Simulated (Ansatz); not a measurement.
**CH₄ClFGeOSe: one species, many methods**

Aim: compute CH₄ClFGeOSe with functionals from several rungs and with coupled cluster, and see how far each lands from CCSD(T) at the basis-set limit for the atomisation energy.

The runs use Ansatz 0.2.0, Gaussian basis; functionals in def2-TZVPP, the program's frozen cores in correlated methods.

Plan: PBE-D4, r2SCAN-D4, PBE0-D4, B3LYP-D4, ωB97X-V, ωB97M-V, B2PLYP; CCSD(T)/def2-TZVPP; MP2/def2-QZVPP; extrapolation to the limit.

## (1) Structure used throughout

All runs share one geometry, relaxed beforehand with PBE0-D4 in a triple-zeta def2 set.

10 atoms, charge 0, spin multiplicity 1.

Atoms are counted from 1 here; the program's logs count them from 0.

Bond lengths: C1–O2 1.419 Å, C1–H7 1.095 Å, C1–H8 1.094 Å, C1–H9 1.091 Å, O2–Ge3 1.746 Å, Ge3–F4 1.729 Å, Ge3–Cl5 2.116 Å, Ge3–Se6 2.328 Å, Se6–H10 1.469 Å. Angles: O2–C1–H7 111.9°, O2–C1–H8 111.2°, O2–C1–H9 107.0°, H7–C1–H8 108.9°, H7–C1–H9 108.7°, H8–C1–H9 109.0°, C1–O2–Ge3 119.9°, O2–Ge3–F4 109.2°, O2–Ge3–Cl5 105.3°, O2–Ge3–Se6 112.9°, F4–Ge3–Cl5 107.1°, F4–Ge3–Se6 106.7°, Cl5–Ge3–Se6 115.4°, Ge3–Se6–H10 89.6°.

## (2) PBE-D4 (GGA)

File in.yaml:

```yaml
crystal:
  periodic: [false, false, false]
  atoms:
    - {symbol: C, position_ang: [-0.660643, -0.845553, -1.322829]}
    - {symbol: O, position_ang: [0.593919, -0.799385, -0.660562]}
    - {symbol: Ge, position_ang: [0.866128, 0.367569, 0.609950]}
    - {symbol: F, position_ang: [0.660238, 1.961893, -0.027654]}
    - {symbol: Cl, position_ang: [2.908229, 0.162959, 1.126123]}
    - {symbol: Se, position_ang: [-0.637381, 0.155148, 2.375196]}
    - {symbol: H, position_ang: [-1.494802, -0.908051, -0.615733]}
    - {symbol: H, position_ang: [-0.802728, 0.030001, -1.962731]}
    - {symbol: H, position_ang: [-0.661362, -1.742065, -1.943886]}
    - {symbol: H, position_ang: [-0.771608, 1.617485, 2.422136]}
basis:
  gaussian: {orbitals: def2-TZVPP}
hamiltonian: {xc: pbe, dispersion: d4}
output: {forces: true, orbitals: {seedname: orbitals}}
```

Launch:

```bash
$ ansatz run in.yaml --threads 2 --pin off --events-out ev --progress --plain --max-ram 22528MiB --backend cuda --devices 0, --max-vram 18GiB
```

Further steps of the session: r2SCAN-D4 (meta-GGA); PBE0-D4 (hybrid); B3LYP-D4 (hybrid); ωB97X-V (range-separated); ωB97M-V (range-separated); B2PLYP (double hybrid); CCSD(T) in def2-TZVPP; MP2 in def2-QZVPP.

Q: Predict the results of all the runs planned. Wanted: atomisation energy, CCSD(T)/CBS; farthest; mean size of error, hybrid; mean size of error, range-separated; gap, smallest and largest; T1 diagnostic; triples share of the correlation energy.

**Answer**, as computed:

| quantity | value |
| --- | --- |
| atomisation energy, CCSD(T)/CBS | 3453.4 kJ/mol |
| functionals within 34.5 kJ/mol (1.0 %) | r2SCAN-D4, PBE0-D4, ωB97X-V, ωB97M-V |
| farthest | B2PLYP (-71.4 kJ/mol) |
| mean size of error, hybrid | 40.6 kJ/mol |
| mean size of error, range-separated | 13.8 kJ/mol |
| gap, smallest and largest | 4.30 eV (PBE-D4), 10.97 eV (ωB97X-V) |
| T1 diagnostic | 0.0110 |
| triples share of the correlation energy | 3.7 % |

**Reading.** PBE-D4 is off by +56.2 kJ/mol. Double hybrids carry the basis error of their MP2 part in triple zeta, and no dispersion term here, so their miss is partly the set-up's. Misses under about 34.5 kJ/mol are within the doubt on the reference itself, which lacks core-valence correlation, relativity and higher excitations, and its outer-core shells are covered unevenly. All levels share the lack of spin-orbit coupling, which lowers the free heavy atoms and so the true binding. Hartree-Fock recovers 69 % of the binding; the rest is correlation. The gap grows from 4.3 to 11.0 eV across the functionals, mostly with the share of exact exchange. Correlated methods include outer-core shells of Ge, Se, which these sets cover unevenly.
